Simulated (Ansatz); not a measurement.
**CH2AlBClF: one species, many methods**

Aim: compute CH2AlBClF with functionals from several rungs and with coupled cluster, and see how far each lands from CCSD(T) at the basis-set limit for the atomisation energy.

Method: functionals in def2-TZVPP, the program's frozen cores in correlated methods; program: Ansatz 0.2.0, Gaussian basis.

Plan: LDA (SPW92), PBE-D4, revPBE-D4, BLYP-D4, r2SCAN-D4, B97M-V, PBE0-D4, B3LYP-D4, r2SCANh-D4, r2SCAN0-D4, HSE06-D4, BHLYP-D4, CAM-B3LYP-D4, LC-ωPBE, ωB97X-V, ωB97M-V, B2PLYP, PBE-QIDH; CCSD(T)/def2-SVP; CCSD(T)/def2-TZVPP; MP2/def2-QZVPP; extrapolation to the limit; RPA on PBE.

### 1 The geometry

All runs share one geometry, relaxed beforehand with PBE0-D4 in a triple-zeta def2 set.

7 atoms, charge 0, spin multiplicity 1.

Atoms are counted from 1 here; the program's logs count them from 0.

Bond lengths: F1–C2 1.316 Å, C2–B4 1.351 Å, C2–Al5 1.998 Å, Cl3–Al5 2.091 Å, B4–Al5 2.426 Å, B4–H6 1.173 Å, Al5–H7 1.571 Å. Angles: F1–C2–B4 151.0°, F1–C2–Al5 118.2°, B4–C2–Al5 90.8°, C2–B4–Al5 55.4°, C2–B4–H6 164.4°, Al5–B4–H6 109.0°, C2–Al5–Cl3 111.1°, C2–Al5–B4 33.8°, C2–Al5–H7 127.9°, Cl3–Al5–B4 145.0°, Cl3–Al5–H7 121.0°, B4–Al5–H7 94.1°.

### 2 LDA

This LDA is Slater exchange with PW92 correlation.

Contents of in.yaml:

```yaml
crystal:
  periodic: [false, false, false]
  atoms:
    - {symbol: F, position_ang: [-1.452141, -1.663185, 0.063506]}
    - {symbol: C, position_ang: [-0.949180, -0.460170, 0.242163]}
    - {symbol: Cl, position_ang: [1.734099, -1.810998, -1.289983]}
    - {symbol: B, position_ang: [-1.054205, 0.809841, 0.689480]}
    - {symbol: Al, position_ang: [0.907501, -0.106975, -0.404882]}
    - {symbol: H, position_ang: [-0.849277, 1.932230, 0.963825]}
    - {symbol: H, position_ang: [1.724504, 1.231157, -0.309810]}
basis:
  gaussian: {orbitals: def2-TZVPP}
hamiltonian: {xc: lda}
output: {orbitals: {seedname: orbitals}}
```

Command:

```bash
> ansatz run in.yaml --threads 2 --pin off --events-out ev --progress --plain --max-ram 4352MiB
```

The runs that follow: PBE-D4 (GGA); revPBE-D4 (GGA); BLYP-D4 (GGA); r2SCAN-D4 (meta-GGA); B97M-V (meta-GGA); B3LYP-D4 (hybrid); r2SCANh-D4 (hybrid); r2SCAN0-D4 (hybrid); HSE06-D4 (hybrid); BHLYP-D4 (hybrid); CAM-B3LYP-D4 (range-separated); LC-ωPBE (range-separated); ωB97X-V (range-separated); ωB97M-V (range-separated); B2PLYP (double hybrid); PBE-QIDH (double hybrid); CCSD(T) in def2-SVP; CCSD(T) in def2-TZVPP; MP2 in def2-QZVPP; RPA on PBE orbitals.

Before running them: what should the planned runs give, taken together? Wanted: atomisation energy, CCSD(T)/CBS; farthest beyond LDA; mean size of error, GGA; mean size of error, meta-GGA; mean size of error, hybrid; mean size of error, range-separated; mean size of error, double hybrid; gap, smallest and largest; T1 diagnostic.

As calculated:

| quantity | value |
| --- | --- |
| atomisation energy, CCSD(T)/CBS | 2374.1 kJ/mol |
| functionals within 11.9 kJ/mol (0.5 %) | revPBE-D4, BLYP-D4, B3LYP-D4, CAM-B3LYP-D4, LC-ωPBE, PBE-QIDH |
| farthest beyond LDA | BHLYP-D4 (-89.5 kJ/mol) |
| mean size of error, GGA | 36.1 kJ/mol |
| mean size of error, meta-GGA | 49.9 kJ/mol |
| mean size of error, hybrid | 30.1 kJ/mol |
| mean size of error, range-separated | 14.4 kJ/mol |
| mean size of error, double hybrid | 12.0 kJ/mol |
| gap, smallest and largest | 3.19 eV (LDA (SPW92)), 10.23 eV (LC-ωPBE) |
| T1 diagnostic | 0.0149 |
| triples share of the correlation energy | 4.1 % |

In words: LDA overbinds by 410.6 kJ/mol (17 %). PBE-D4 is off by +89.3 kJ/mol. Double hybrids carry the basis error of their MP2 part in triple zeta, and no dispersion term here, so their miss is partly the set-up's. Taken by rung, double hybrid functionals do best (12.0 kJ/mol on average) and meta-GGA ones worst beyond LDA (49.9 kJ/mol). The gap between the best rungs is small, so their order is not settled. Misses under about 11.9 kJ/mol are within the doubt on the reference itself, which lacks core-valence correlation, relativity and higher excitations. Hartree-Fock recovers 72 % of the binding; the rest is correlation. CCSD(T) in def2-SVP is off by -134.3 kJ/mol, more than most functionals: a good method in a small basis is no reference. Orbital gaps span 3.2 to 10.2 eV; exact exchange widens them.
